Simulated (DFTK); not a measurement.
# BiTe (R-3m) in DFTK: settings compared

One crystal, BiTe, is run at these levels: BLYP, AM05, WC, r2SCAN; tasks: band structure.

All numbers are computed with DFTK 0.8.2; they aren't measurements. Logs are shortened: lines on timing, memory, paths and dates and some standing lists are left out, and cuts for length are marked.

### Step 1. The structure

The structure is trigonal, space group R-3m (No. 166). The conventional cell has a = 4.845 Å, b = 4.845 Å, c = 9.952 Å, α = 90.00°, β = 90.00°, γ = 120.00°. Around Bi (site symmetry -3m) lie 6 Te at 3.25 Å. Te (site symmetry -3m) is surrounded by 6 Bi at 3.25 Å.

The cell comes from a database or a generator and needn't be the stable form of this composition.

### Step 2. Band structure, BLYP

run.jl

```julia
using DFTK
using PseudoPotentialData
using Unitful, UnitfulAtomic
using LinearAlgebra, Printf
include("save.jl")
disable_threading()

# lattice vectors are the columns
lattice = austrip(1u"Å") * [  2.4227077728  -2.4227077728            0.0;
             1.3987509848   1.3987509848  -2.7975019696;
             3.3172919545   3.3172919545   3.3172919545]
symbols   = [:Bi, :Te]
positions = [[0.5, 0.5, 0.5],
             [0.0, 0.0, 0.0]]
pseudopotentials = Dict(:Bi => "Bi.upf", :Te => "Te.upf")
elements = Dict(s => ElementPsp(s, pseudopotentials; rcut=10.0) for s in unique(symbols))
atoms    = [elements[s] for s in symbols]

build_model(lattice, positions; symmetries=true) =
    model_DFT(lattice, atoms, positions;
              functionals=[:gga_x_b88, :gga_c_lyp],
              temperature=austrip(0.05u"eV"),
              smearing=Smearing.FermiDirac(),
              symmetries)
Ecut  = 45.0  # hartree
kgrid = [5, 5, 5]
tol   = 1e-6
to_GPa = ustrip(uconvert(u"GPa", 1u"hartree/bohr^3"))

model = build_model(lattice, positions)
basis = PlaneWaveBasis(model; Ecut, kgrid)
display(basis)
scfres = self_consistent_field(basis;
                               tol,
                               nbandsalg=AdaptiveBands(model; n_bands_converge=20))
display(scfres.energies)
@printf "Fermi level: %.6f eV\n" ustrip(auconvert(u"eV", something(scfres.εF, NaN)))
forces = compute_forces_cart(scfres)
println("Forces (eV/Å)")
for (s, f) in zip(symbols, forces)
    @printf "%-3s %12.6f %12.6f %12.6f\n" s ustrip.(auconvert.(u"eV/Å", f))...
end
stress = compute_stresses_cart(scfres)
println("Stress (GPa)")
display(round.(stress * to_GPa; digits=4))
println("Levels at the first k-point (eV): ", round.(ustrip.(auconvert.(u"eV", scfres.eigenvalues[1][1:scfres.n_bands_converge])); digits=4))
save_scf!(scfres; forces, stress)

points = Dict("G" => [0.0, 0.0, 0.0], "B" => [0.7148050046, 0.5, 0.2851949954], "B1" => [0.5, 0.2851949954, -0.2851949954], "F" => [0.5, 0.5, 0.0], "L" => [0.5, 0.0, 0.0], "P" => [0.7148050046, 0.3925974977, 0.3925974977], "P1" => [0.6074025023, 0.6074025023, 0.2851949954], "Q" => [0.6074025023, 0.3925974977, 0.0], "X" => [0.3925974977, 0.0, -0.3925974977], "Z" => [0.5, 0.5, 0.5])
segments = [("G", "L", 6), ("L", "B1", 6), ("B", "Z", 4), ("Z", "G", 7), ("G", "X", 8), ("Q", "F", 3), ("F", "P1", 3), ("P1", "Z", 4), ("L", "P", 5)]
kcoords = vcat([[points[a] + t * (points[b] - points[a]) for t in range(0, 1, n)] for (a, b, n) in segments]...)
bands = compute_bands(scfres, ExplicitKpoints(kcoords); n_bands=22, tol=1e-5)
for (k, ε) in zip(bands.basis.kpoints, bands.eigenvalues)
    @printf "%d %8.4f %8.4f %8.4f " k.spin k.coordinate...
    println(join([@sprintf("%9.4f", e) for e in ustrip.(auconvert.(u"eV", ε .- scfres.εF))]))
end
results["band_energies"] = rows(bands.eigenvalues); results["band_kpoints"] = rows(kcoords)
```

Potentials or basis: SG15 1.2 (PBE).

Run with:

```console
$ julia --threads=1 run.jl  # save.jl only writes the numbers to a file and isn't shown; printed stress counts tension as positive; times include loading and compiling
```

The program printed:

```text
PlaneWaveBasis discretization:

    Ecut                 : 45.0 Ha
    fft_size             : (54, 54, 54), 157464 total points
    kgrid                : MonkhorstPack([5, 5, 5])
    num.   red. kpoints  : 125
    num. irred. kpoints  : 19

    Discretized Model(gga_x_b88+gga_c_lyp, 3D):
        lattice (in Bohr)    : [4.57825   , -4.57825  , 0         ]
                               [2.64326   , 2.64326   , -5.28651  ]
                               [6.26877   , 6.26877   , 6.26877   ]
        unit cell volume     : 455.17 Bohr³

        atoms                : BiTe
        atom potentials      : ElementPsp(:Bi, "Bi.upf")
                               ElementPsp(:Te, "Te.upf")

        num. electrons       : 31
        spin polarization    : none
        temperature          : 0.0018375 Ha
        smearing             : DFTK.Smearing.FermiDirac()

        terms                : Kinetic()
                               AtomicLocal()
                               AtomicNonlocal()
                               Ewald(nothing)
                               PspCorrection()
                               Hartree()
                               Xc(gga_x_b88, gga_c_lyp)
                               Entropy()
n     Energy            log10(ΔE)   log10(Δρ)   Diag   Δtime
---   ---------------   ---------   ---------   ----   ------
  1   -155.1944865576                   -1.35    6.4    10.3s
  2   -155.1989814755       -2.35       -1.79    1.0    4.32s
  3   -155.1995009901       -3.28       -2.32    2.7    6.00s
  4   -155.1995142082       -4.88       -3.23    2.2    5.25s
  5   -155.1995151417       -6.03       -3.65    3.5    6.24s
  6   -155.1995151498       -8.09       -4.05    1.6    4.14s
  7   -155.1995151547       -8.31       -4.85    1.8    4.51s
  8   -155.1995151552       -9.33       -5.25    2.9    6.37s
  9   -155.1995151552      -10.72       -5.96    1.6    5.19s
 10   -155.1995151552      -11.67       -6.55    2.9    6.10s
Energy breakdown (in Ha):
    Kinetic             76.5870302
    AtomicLocal         -101.4514329
    AtomicNonlocal      -45.3984397
    Ewald               -111.9788937
    PspCorrection       7.7123803
    Hartree             36.3015794
    Xc                  -16.9712109
    Entropy             -0.0005278

    total               -155.199515155232
Fermi level: 4.247642 eV
Forces (eV/Å)
Bi     -0.000000    -0.000000     0.000000
Te     -0.000000    -0.000000     0.000000
Stress (GPa)
3×3 StaticArraysCore.SMatrix{3, 3, Float64, 9} with indices SOneTo(3)×SOneTo(3):
 -3.3693  -0.0     -0.0
  0.0     -3.3693  -0.0
  0.0      0.0     -3.7582
Levels at the first k-point (eV): [-32.9483, -32.9483, -32.9104, -32.9104, -32.894, -19.0028, -19.0028, -18.9974, -18.9974, -18.9899, -9.1804, -4.0804, 1.4021, 1.4021, 2.6788, 6.1004, 6.7906, 6.7906, 8.6762, 8.6762]
1   0.0000   0.0000   0.0000  -37.1959 -37.1959 -37.1580 -37.1580 -37.1416 -23.2504 -23.2504 -23.2451 -23.2451 -23.2376 -13.4281  -8.3281  -2.8456  -2.8456  -1.5689   1.8527   2.5430   2.5430   4.4285   4.4285   6.7112   6.9624
1   0.1000   0.0000   0.0000  -37.1959 -37.1959 -37.1580 -37.1579 -37.1416 -23.2510 -23.2500 -23.2448 -23.2448 -23.2374 -13.3440  -8.5421  -2.7881  -2.7074  -1.6055   1.5567   2.1770   2.2351   4.5685   4.6933   6.7481   7.2627
1   0.2000   0.0000   0.0000  -37.1958 -37.1958 -37.1581 -37.1577 -37.1416 -23.2527 -23.2497 -23.2441 -23.2437 -23.2367 -13.0939  -9.1035  -2.6165  -2.3741  -1.6438   0.8633   1.3895   1.6513   4.9746   5.1952   7.0254   8.2784
1   0.3000   0.0000   0.0000  -37.1958 -37.1958 -37.1581 -37.1574 -37.1415 -23.2548 -23.2500 -23.2433 -23.2425 -23.2349 -12.6846  -9.8541  -2.3387  -2.0409  -1.5220   0.1074   0.5441   1.0635   5.6307   5.6683   7.9952   9.1067
1   0.4000   0.0000   0.0000  -37.1957 -37.1957 -37.1581 -37.1572 -37.1415 -23.2565 -23.2505 -23.2425 -23.2419 -23.2327 -12.1306 -10.6582  -1.9945  -1.8280  -1.2055  -0.5119  -0.1743   0.5774   6.2823   6.5041   8.2126   9.1881
1   0.5000   0.0000   0.0000  -37.1957 -37.1957 -37.1581 -37.1571 -37.1415 -23.2572 -23.2508 -23.2423 -23.2418 -23.2318 -11.5451 -11.3343  -1.7830  -1.7193  -0.9751  -0.8294  -0.5149   0.3592   7.0422   7.2543   7.2952   8.2375
[... 38 lines left out ...]
1   0.6611   0.2944   0.2944  -37.1959 -37.1957 -37.1572 -37.1572 -37.1415 -23.2571 -23.2527 -23.2370 -23.2365 -23.2358 -11.2020 -10.9600  -4.4939  -3.2989  -3.0187   0.8207   1.0559   3.8247   6.5473   6.6740   7.4882   9.4690
1   0.7148   0.3926   0.3926  -37.1960 -37.1957 -37.1573 -37.1569 -37.1416 -23.2595 -23.2518 -23.2395 -23.2346 -23.2322 -11.2164 -10.7094  -4.9110  -3.6475  -3.1711   1.0152   1.3552   3.4614   5.4599   7.6897   8.5698  10.2343
```

It took 3.8 min on 1 thread of Intel Xeon 6975P-C (Granite Rapids), shared host; peak memory 2.3 GiB.

What came out:

```yaml
Free_energy: -4223.1940 eV
Pressure: 3.5 GPa
Band_gap_on_the_k_mesh: none (metal or under the smearing width)
```

Levels at the corners of the path, in eV from the Fermi level:
```csv
point,band 12,band 13,band 14,band 15,band 16,band 17,band 18,band 19
Γ,-8.33,-2.85,-2.85,-1.57,1.85,2.54,2.54,4.43
L,-11.33,-1.78,-1.72,-0.98,-0.83,-0.51,0.36,7.04
B1,-10.85,-4.72,-4.71,-1.68,-0.52,3.22,3.59,5.88
B,-10.85,-4.72,-4.71,-1.68,-0.52,3.22,3.59,5.88
Z,-10.94,-2.25,-2.25,-2.10,-1.41,-1.15,-1.15,8.38
Γ,-8.33,-2.85,-2.85,-1.57,1.85,2.54,2.54,4.43
X,-10.60,-5.18,-3.61,-2.89,2.06,2.47,3.62,4.19
Q,-10.60,-5.18,-3.61,-2.89,2.06,2.47,3.62,4.19
F,-9.99,-5.43,-4.36,-3.21,2.84,3.04,3.59,4.53
P1,-10.71,-4.91,-3.65,-3.17,1.02,1.36,3.46,5.46
Z,-10.94,-2.25,-2.25,-2.10,-1.41,-1.15,-1.15,8.38
L,-11.33,-1.78,-1.72,-0.98,-0.83,-0.51,0.36,7.04
P,-10.71,-4.91,-3.65,-3.17,1.02,1.36,3.46,5.46
```

Caveat: the potentials were made for another functional, which shifts forces and pressure; spin-orbit coupling is left out, which moves the levels of the heavy elements.

### Step 3. Band structure, AM05

run.jl: that of step 2 with these lines changed.

```diff
@@ -20,3 +20,3 @@
     model_DFT(lattice, atoms, positions;
-              functionals=[:gga_x_b88, :gga_c_lyp],
+              functionals=[:gga_x_am05, :gga_c_am05],
               temperature=austrip(0.05u"eV"),
```

Potentials or basis: SG15 1.2 (PBE).

Run with:

```console
$ julia --threads=1 run.jl  # save.jl only writes the numbers to a file and isn't shown; printed stress counts tension as positive; times include loading and compiling
```

Wall time 3.6 min (1 thread of Intel Xeon 6975P-C (Granite Rapids), shared host); peak memory 2.3 GiB.

Results (log left out):

```
Free energy            : -4219.1544 eV
Pressure               : -2.2 GPa
Band gap on the k mesh : none (metal or under the smearing width)
```

Stress tensor (GPa, compression positive):
```
-2.29  0.00  0.00
 0.00 -2.29  0.00
 0.00  0.00 -2.01
```

Levels at the corners of the path, in eV from the Fermi level:
```
point  band 13  band 14  band 15  band 16  band 17  band 18
    Γ    -2.84    -2.84    -1.53     1.95     2.60     2.60
    L    -1.79    -1.74    -0.96    -0.90    -0.53     0.38
   B1    -4.81    -4.80    -1.69    -0.54     3.27     3.66
    B    -4.81    -4.80    -1.69    -0.54     3.27     3.66
    Z    -2.28    -2.28    -2.15    -1.51    -1.19    -1.19
    Γ    -2.84    -2.84    -1.53     1.95     2.60     2.60
    X    -5.29    -3.66    -2.90     2.12     2.47     3.30
    Q    -5.29    -3.66    -2.90     2.12     2.47     3.30
    F    -5.54    -4.42    -3.23     2.48     3.14     3.67
   P1    -5.01    -3.70    -3.24     1.01     1.38     3.52
    Z    -2.28    -2.28    -2.15    -1.51    -1.19    -1.19
    L    -1.79    -1.74    -0.96    -0.90    -0.53     0.38
    P    -5.01    -3.70    -3.24     1.01     1.38     3.52
```

Caveat: the potentials were made for another functional, which shifts forces and pressure; spin-orbit coupling is left out, which moves the levels of the heavy elements.

### Step 4. Band structure, WC

run.jl: that of step 3 with these lines changed.

```diff
@@ -20,3 +20,3 @@
     model_DFT(lattice, atoms, positions;
-              functionals=[:gga_x_am05, :gga_c_am05],
+              functionals=[:gga_x_wc, :gga_c_pbe],
               temperature=austrip(0.05u"eV"),
```

Run with:

```console
$ julia --threads=1 run.jl  # save.jl only writes the numbers to a file and isn't shown; printed stress counts tension as positive; times include loading and compiling
```

Wall time 3.5 min (1 thread of Intel Xeon 6975P-C (Granite Rapids), shared host); peak memory 2.3 GiB.

It converged, with:

* Free energy: -4224.2979 eV
* Pressure: -2.4 GPa
* Band gap on the k mesh: none (metal or under the smearing width)

Stress tensor (GPa, compression positive):
```
-2.50  0.00  0.00
 0.00 -2.50  0.00
 0.00  0.00 -2.19
```

Levels at the corners of the path, in eV from the Fermi level:
```
point  band 13  band 14  band 15  band 16  band 17  band 18
    Γ    -2.83    -2.83    -1.52     1.95     2.59     2.59
    L    -1.78    -1.73    -0.95    -0.91    -0.52     0.38
   B1    -4.80    -4.80    -1.68    -0.54     3.26     3.66
    B    -4.80    -4.80    -1.68    -0.54     3.26     3.66
    Z    -2.27    -2.27    -2.15    -1.52    -1.19    -1.19
    Γ    -2.83    -2.83    -1.52     1.95     2.59     2.59
    X    -5.28    -3.65    -2.89     2.12     2.46     3.27
    Q    -5.28    -3.65    -2.89     2.12     2.46     3.27
    F    -5.54    -4.41    -3.22     2.44     3.13     3.67
   P1    -5.01    -3.69    -3.24     1.01     1.38     3.52
    Z    -2.27    -2.27    -2.15    -1.52    -1.19    -1.19
    L    -1.78    -1.73    -0.95    -0.91    -0.52     0.38
    P    -5.01    -3.69    -3.24     1.01     1.38     3.52
```

Caveat: the potentials were made for another functional, which shifts forces and pressure; spin-orbit coupling is left out, which moves the levels of the heavy elements.

### Step 5. Band structure, r2SCAN

run.jl: that of step 4 with these lines changed.

```diff
@@ -20,3 +20,3 @@
     model_DFT(lattice, atoms, positions;
-              functionals=[:gga_x_wc, :gga_c_pbe],
+              functionals=r2SCAN(),
               temperature=austrip(0.05u"eV"),
```

Run with:

```console
$ julia --threads=1 run.jl  # save.jl only writes the numbers to a file and isn't shown; printed stress counts tension as positive; times include loading and compiling
```

It took 8.2 min on 1 thread of Intel Xeon 6975P-C (Granite Rapids), shared host; peak memory 2.2 GiB.

The run converged. Its results:

```yaml
Free_energy: -4206.5751 eV
Pressure: -1.9 GPa
Band_gap_on_the_k_mesh: none (metal or under the smearing width)
```

Stress tensor (GPa, compression positive):
```
-2.13  0.00  0.00
 0.00 -2.13  0.00
 0.00  0.00 -1.37
```

Levels at the corners of the path, in eV from the Fermi level:
```csv
point,band 11,band 12,band 13,band 14,band 15,band 16,band 17,band 18,band 19,band 20
Γ,-14.16,-8.88,-3.04,-3.04,-1.72,1.90,2.65,2.65,4.89,4.89
L,-12.15,-12.03,-1.88,-1.86,-1.09,-0.85,-0.52,0.37,7.43,7.71
B1,-11.68,-11.54,-4.96,-4.95,-1.80,-0.53,3.37,3.73,6.28,6.45
B,-11.68,-11.54,-4.96,-4.95,-1.80,-0.53,3.37,3.73,6.28,6.45
Z,-11.82,-11.63,-2.37,-2.37,-2.27,-1.45,-1.18,-1.18,8.79,9.21
Γ,-14.16,-8.88,-3.04,-3.04,-1.72,1.90,2.65,2.65,4.89,4.89
X,-12.08,-11.24,-5.44,-3.82,-3.07,2.14,2.59,3.93,4.36,9.32
Q,-12.08,-11.24,-5.44,-3.82,-3.07,2.14,2.59,3.93,4.36,9.32
F,-12.33,-10.60,-5.70,-4.59,-3.41,3.14,3.15,3.75,4.70,9.21
P1,-11.84,-11.36,-5.16,-3.84,-3.35,1.04,1.44,3.61,5.84,8.10
Z,-11.82,-11.63,-2.37,-2.37,-2.27,-1.45,-1.18,-1.18,8.79,9.21
L,-12.15,-12.03,-1.88,-1.86,-1.09,-0.85,-0.52,0.37,7.43,7.71
P,-11.84,-11.36,-5.16,-3.84,-3.35,1.04,1.44,3.61,5.84,8.10
```

Caveat: the potentials were made for another functional, which shifts forces and pressure; spin-orbit coupling is left out, which moves the levels of the heavy elements.

### Step 6. Summary

| level | gap on the mesh (eV) | pressure (GPa) |
| --- | --- | --- |
| BLYP | none | 3.5 |
| AM05 | none | -2.2 |
| WC | none | -2.4 |
| r2SCAN | none | -1.9 |

Alike in all rows: task band structure; potentials or basis SG15 1.2 (PBE); no spin polarisation; cell as given; k mesh 5 × 5 × 5; cutoff (eV) 1225; smearing fermi-dirac 0.05 eV.

Every run on the cell as given and a fine mesh finds a metal. The pressure there spans -2.4 GPa (WC) to 3.5 GPa (BLYP); a positive pressure means that this level wants a larger cell, a negative one a smaller.

Caveats: the potentials were made for another functional, which shifts forces and pressure; spin-orbit coupling is left out, which moves the levels of the heavy elements.

Total energies depend on the potentials used, so only differences within one code and one set of settings carry meaning.
